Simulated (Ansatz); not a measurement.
**Aluminium, A15 under BLYP: structure and ground-state energy**

What does BLYP give for aluminium in the A15 structure? We relax it, then solve it on a dense k-mesh. Spin polarisation is left out. The k-meshes are 5×5×5 for the relaxation; 7×7×7 for the dense run.

Computed with Ansatz 0.2.0 (DFT BLYP, plane waves (420 eV) with PAW, scalar-relativistic; the PAW data stem from PBE, with regenerated cores, unless a step says otherwise).

It takes space group Pm-3n (No. 223, cubic). The conventional cell has a = 5.102 Å, b = 5.102 Å, c = 5.102 Å, α = 90.00°, β = 90.00°, γ = 90.00°. Al (site symmetry m-3) has 12 Al at 2.85 Å as nearest neighbours. Al (site symmetry -4m2) is surrounded by 6 Al at 2.55 to 2.85 Å.

As a file:

```cif
data_structure
_symmetry_space_group_name_H-M 'Pm-3n'
_symmetry_Int_Tables_number 223
_cell_length_a 5.1022
_cell_length_b 5.1022
_cell_length_c 5.1022
_cell_angle_alpha 90.000
_cell_angle_beta 90.000
_cell_angle_gamma 90.000
_cell_volume 132.82
loop_
_atom_site_label
_atom_site_type_symbol
_atom_site_symmetry_multiplicity
_atom_site_Wyckoff_symbol
_atom_site_fract_x
_atom_site_fract_y
_atom_site_fract_z
_atom_site_occupancy
Al1 Al 2 a 0.00000 0.00000 0.00000 1
Al2 Al 6 c 0.25000 0.00000 0.50000 1
```

| quantity | value |
| --- | --- |
| space group (spins left aside) | Pm-3n (No. 223) |
| conventional cell | a = 5.246 Å |
| volume | 18.045 Å³/atom |
| shortest distance | 2.623 Å |
| gap on the mesh | none (levels filled in part) |
| relative to fcc | +58 meV/atom |

What this shows: The relaxation enlarged the cell by 8.7 % in volume. Against the usual form of aluminium (fcc, computed apart with the same settings) it stands 58 meV/atom higher. Levels at the Fermi energy are filled in part, as in a metal. Relaxation kept the symmetry; phonons were not checked.

**Question.** Which input and command would start the first run of this session?

One input that does so (others would too):

input.yaml reads:

```yaml
crystal:
  lattice:
    - [5.1021510852, 0.0, 0.0]
    - [0.0, 5.1021510852, 0.0]
    - [0.0, 0.0, 5.1021510852]
  atoms:
    - { symbol: Al, position: [0.0, 0.0, 0.0] }
    - { symbol: Al, position: [0.5, 0.5, 0.5] }
    - { symbol: Al, position: [0.25, 0.0, 0.5] }
    - { symbol: Al, position: [0.75, 0.0, 0.5] }
    - { symbol: Al, position: [0.5, 0.25, 0.0] }
    - { symbol: Al, position: [0.5, 0.75, 0.0] }
    - { symbol: Al, position: [0.0, 0.5, 0.25] }
    - { symbol: Al, position: [0.0, 0.5, 0.75] }
hamiltonian:
  xc: blyp
  pseudopotentials:
    kind: paw
    azcp:
      Al: "pseudopotentials/Al.paw.azcp"
basis:
  ecutwfc: 420
  fft_grid_basis: typed
kpoints:
  mp_grid: { grid: [5, 5, 5], shift: [0, 0, 0] }
magnetization:
  spin_polarized: false
scf:
  occupations: { method: fermi_dirac, width: 0.1 }
relax:
  max_steps: 60
  f_tol: 0.01
  cell: {}
```

Launch:

```
ansatz run input.yaml --threads 4 --pin off --max-ram 8192MiB --backend cpu --events-out ev --progress --plain --runs-dir out
```
